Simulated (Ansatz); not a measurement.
# Zn2GeN2: the cost of one run

Program: Ansatz 0.2.0. Level of theory: DFT PBE, scalar-relativistic, plane waves, PAW. These are calculated values, not measurements.

1 further run of the same task is left out (it didn't finish). Runs told in other sessions of the task aren't counted.

### Step 1. The starting structure

The structure is hexagonal, space group P6/mmm (No. 191). Conventional cell: a = 4.104 Å, b = 4.104 Å, c = 6.100 Å, α = 90.00°, β = 90.00°, γ = 120.00°. Around Zn (site symmetry -6m2) lie 3 Zn at 2.37 Å and 6 N at 2.70 Å. Ge (site symmetry 6/mmm) is surrounded by 2 N at 1.76 Å. N (site symmetry 6mm) is surrounded by 1 Ge at 1.76 Å.

Coordinates:

```cif
data_structure
_symmetry_space_group_name_H-M 'P 1'
_symmetry_Int_Tables_number 1
_cell_length_a 4.1037
_cell_length_b 4.1037
_cell_length_c 6.1000
_cell_angle_alpha 90.000
_cell_angle_beta 90.000
_cell_angle_gamma 120.000
_cell_volume 88.97
loop_
_atom_site_label
_atom_site_type_symbol
_atom_site_fract_x
_atom_site_fract_y
_atom_site_fract_z
_atom_site_occupancy
Zn1 Zn 0.33333 0.66667 0.00000 1
Zn2 Zn 0.66667 0.33333 0.00000 1
Ge1 Ge 0.00000 0.00000 0.50000 1
N1 N 0.00000 0.00000 0.21216 1
N2 N 0.00000 0.00000 0.78784 1
```

The cell was relaxed beforehand at this level, from a generated guess; it needn't be the stable form of this composition. At a tolerance of 0.05 Å it has space group P6/mmm (No. 191); it has 17.79 Å³/atom, an uncorrected energy of +1.13 eV/atom over the elements.

### Step 2. Electronic structure at the relaxed geometry

Input file input.yaml:

```yaml
crystal:
  lattice:
    - [4.1037448741, 0.0, 0.0]
    - [-2.051872437, 3.5539473116, 0.0]
    - [0.0, 0.0, 6.1000399881]
  atoms:
    - { symbol: Zn, position: [0.3333333333, 0.6666666667, 0.0] }
    - { symbol: Zn, position: [0.6666666667, 0.3333333333, 0.0] }
    - { symbol: Ge, position: [0.0, 0.0, 0.5] }
    - { symbol: "N", position: [0.0, 0.0, 0.2121639326] }
    - { symbol: "N", position: [0.0, 0.0, 0.7878360674] }
basis:
  ecutwfc: 420
kpoints:
  mp_grid: { grid: [12, 12, 6] }
  band_path:
    path:
      - [[0.0, 0.0, 0.0], [0.5, 0.0, 0.0], [0.33333333, 0.33333333, 0.0], [0.0, 0.0, 0.0], [0.0, 0.0, 0.5], [0.5, 0.0, 0.5], [0.33333333, 0.33333333, 0.5], [0.0, 0.0, 0.5]]
      - [[0.5, 0.0, 0.5], [0.5, 0.0, 0.0]]
      - [[0.33333333, 0.33333333, 0.5], [0.33333333, 0.33333333, 0.0]]
    npoints: 14
hamiltonian:
  xc: pbe
scf:
  occupations: { method: gaussian, width: 0.1 }
  n_extra_bands: 12
output:
  forces: true
  stress: true
  eigenvalues: true
  populations: true
  dos: { projected: true, de: 0.02, nscf_kmesh: { grid: [15, 15, 8] } }
  bader: true
  write_density: true
  write_potential: true
  elf: true
  volumetric_format: npy
```

Launch:

```bash
$ ansatz run input.yaml --threads 1 --pin off --max-ram 2560MiB --backend cpu --events-out ev --progress --plain --runs-dir out
```

What time and memory should one allow on 1 thread of Intel Xeon at 2.50GHz (Skylake/Cascade Lake), shared host?

About 2.7 min, with a peak of 0.57 GiB.
